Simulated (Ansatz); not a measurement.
# C2H9NOSSi: the cost of one run

Method: RKS PBE0/STO-3G, in Ansatz 0.2.0.

**1. Starting point**

Bond lengths: N1–C2 1.400 Å, C2–O3 1.414 Å, O3–C4 1.528 Å, C4–S5 1.780 Å, S5–Si6 2.163 Å, N1–H7 1.047 Å, N1–H8 1.053 Å, C2–H9 1.062 Å, C2–H10 1.118 Å, C4–H11 1.104 Å, C4–H12 1.053 Å, Si6–H13 1.486 Å, Si6–H14 1.497 Å, Si6–H15 1.489 Å. Angles (14 of 23 angles, heavy atoms first): N1–C2–O3 108.5°, C2–O3–C4 109.4°, O3–C4–S5 108.4°, C4–S5–Si6 103.9°, N1–C2–H9 110.1°, N1–C2–H10 109.0°, O3–C2–H9 110.7°, O3–C2–H10 110.7°, C2–N1–H7 105.9°, C2–N1–H8 104.8°, O3–C4–H11 105.7°, O3–C4–H12 108.1°, S5–C4–H11 112.6°, S5–C4–H12 110.1°.

Coordinates:

```xyz
15

N    -1.7231   -2.1470   -0.5353
C    -0.3786   -1.8252   -0.3129
O    -0.2068   -0.4394   -0.5354
C     1.2552   -0.0641   -0.2976
S     1.4662    1.6570   -0.7004
Si    0.2973    2.6886    0.7985
H    -1.9521   -1.7798   -1.4888
H    -2.2652   -1.4536    0.0432
H     0.2448   -2.3905   -0.9613
H    -0.1101   -2.0924    0.7395
H     1.4481   -0.2764    0.7680
H     1.8523   -0.6589   -0.9287
H     0.5535    4.1509    0.7353
H     0.6463    2.1434    2.1485
H    -1.1497    2.4368    0.5567
```

**2. Preparing the start**

input.yaml

```yaml
crystal:
  periodic: [false, false, false]
  atoms:
    - { symbol: "N", position_ang: [-1.7231, -2.147, -0.5353] }
    - { symbol: C, position_ang: [-0.3786, -1.8252, -0.3129] }
    - { symbol: O, position_ang: [-0.2068, -0.4394, -0.5354] }
    - { symbol: C, position_ang: [1.2552, -0.0641, -0.2976] }
    - { symbol: S, position_ang: [1.4662, 1.657, -0.7004] }
    - { symbol: Si, position_ang: [0.2973, 2.6886, 0.7985] }
    - { symbol: H, position_ang: [-1.9521, -1.7798, -1.4888] }
    - { symbol: H, position_ang: [-2.2652, -1.4536, 0.0432] }
    - { symbol: H, position_ang: [0.2448, -2.3905, -0.9613] }
    - { symbol: H, position_ang: [-0.1101, -2.0924, 0.7395] }
    - { symbol: H, position_ang: [1.4481, -0.2764, 0.768] }
    - { symbol: H, position_ang: [1.8523, -0.6589, -0.9287] }
    - { symbol: H, position_ang: [0.5535, 4.1509, 0.7353] }
    - { symbol: H, position_ang: [0.6463, 2.1434, 2.1485] }
    - { symbol: H, position_ang: [-1.1497, 2.4368, 0.5567] }
basis:
  gaussian: { orbitals: STO-3G }
hamiltonian:
  xc: pbe0
relax:
  f_tol: 0.02
  max_steps: 40
scf:
  lower_state_search: "off"
```

Run with:

```sh
> ansatz run input.yaml --threads 1 --pin off --max-ram 2048MiB --backend cpu --events-out ev --progress --plain --runs-dir out
```

What time and memory should one allow on 1 thread of Arm Neoverse N1, shared host?

About 97 s, with a peak of 0.17 GiB.
